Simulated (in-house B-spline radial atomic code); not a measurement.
# P⁶⁺: excited configurations

Wanted: excitation energies of P⁶⁺ as differences of total energies (ΔSCF).

Method: non-relativistic TPSSh, spin-polarised, spherical density, exact exchange averaged over the configuration, point nucleus, basis-set limit. Code: in-house B-spline radial atomic code version 1.

## 1. Starting point

```
element       : phosphorus (Z = 15)
charge        : +6
electrons     : 9
configuration : [He] 2s2 2p5
Hamiltonian   : non-relativistic
nucleus       : point
```

The outer shells:

[He] 2s2 2p5
```
[He] core
2s [↑↓]
2p [↑↓][↑↓][↑ ]
```

Where spins are not typed, each open shell is filled with up spins first.

## 2. The reference configuration

Settings of the run:

```ini
Z = 15
electrons = 9.0
configuration = [He] 2s2 2p5
hamiltonian = nr
method = tpssh
spin_polarised = True
exact_exchange = averaged over the configuration
```

Command:

```sh
python run_scf.py task.json out
```

One command runs all members of the session, one after another, from task.json.

## 3. Configuration [He] 2s2 2p4 3s1

Changes to the settings of step 2:

```diff
@@ -2,3 +2,3 @@
 electrons = 9.0
-configuration = [He] 2s2 2p5
+configuration = [He] 2s2 2p4 3s1
 hamiltonian = nr
```

## 4. Configuration [He] 2s1 2p5 3p1

Changes to the settings of step 3:

```diff
@@ -2,3 +2,3 @@
 electrons = 9.0
-configuration = [He] 2s2 2p4 3s1
+configuration = [He] 2s1 2p5 3p1
 hamiltonian = nr
```

## 5. [He] 2s1 2p6

Changes to the settings of step 4:

```diff
@@ -2,3 +2,3 @@
 electrons = 9.0
-configuration = [He] 2s1 2p5 3p1
+configuration = [He] 2s1 2p6
 hamiltonian = nr
```

## 6. [He] 2s2 2p4 3d1

Changes to the settings of step 5:

```diff
@@ -2,3 +2,3 @@
 electrons = 9.0
-configuration = [He] 2s1 2p6
+configuration = [He] 2s2 2p4 3d1
 hamiltonian = nr
```

## 7. [He] 2s1 2p5 3s1

Changes to the settings of step 6:

```diff
@@ -2,3 +2,3 @@
 electrons = 9.0
-configuration = [He] 2s2 2p4 3d1
+configuration = [He] 2s1 2p5 3s1
 hamiltonian = nr
```

## 8. Configuration [He] 2s2 2p4 3p1

Changes to the settings of step 7:

```diff
@@ -2,3 +2,3 @@
 electrons = 9.0
-configuration = [He] 2s1 2p5 3s1
+configuration = [He] 2s2 2p4 3p1
 hamiltonian = nr
```

## 9. [He] 2s1 2p5 3d1

Changes to the settings of step 8:

```diff
@@ -2,3 +2,3 @@
 electrons = 9.0
-configuration = [He] 2s2 2p4 3p1
+configuration = [He] 2s1 2p5 3d1
 hamiltonian = nr
```

**Question.** How far above the reference does each configuration lie (order and size, in eV)?

The runs gave:

| net move | configuration | 2|M_S|+1 | energy above the reference (eV) | largest <r> (bohr) |
| --- | --- | --- | --- | --- |
| 2s → 2p | [He] 2s1 2p6 | 2 | 48.564 | 0.503 |
| 2p → 3s | [He] 2s2 2p4 3s1 | 4 | 156.86 | 1.35 |
| 2p → 3p | [He] 2s2 2p4 3p1 | 4 | 168.95 | 1.39 |
| 2p → 3d | [He] 2s2 2p4 3d1 | 4 | 185.18 | 1.36 |
| 2s → 3s | [He] 2s1 2p5 3s1 | 4 | 203.07 | 1.36 |
| 2s → 3p | [He] 2s1 2p5 3p1 | 4 | 215.28 | 1.39 |
| 2s → 3d | [He] 2s1 2p5 3d1 | 4 | 231.20 | 1.36 |

What this shows: The energies run from 48.564 eV (2s → 2p) to 231.20 eV (2s → 3d). The reference has 2|M_S|+1 = 2; 6 of the configurations differ from it in spin. These are spherical averages at the typed spins, not spectroscopic levels.
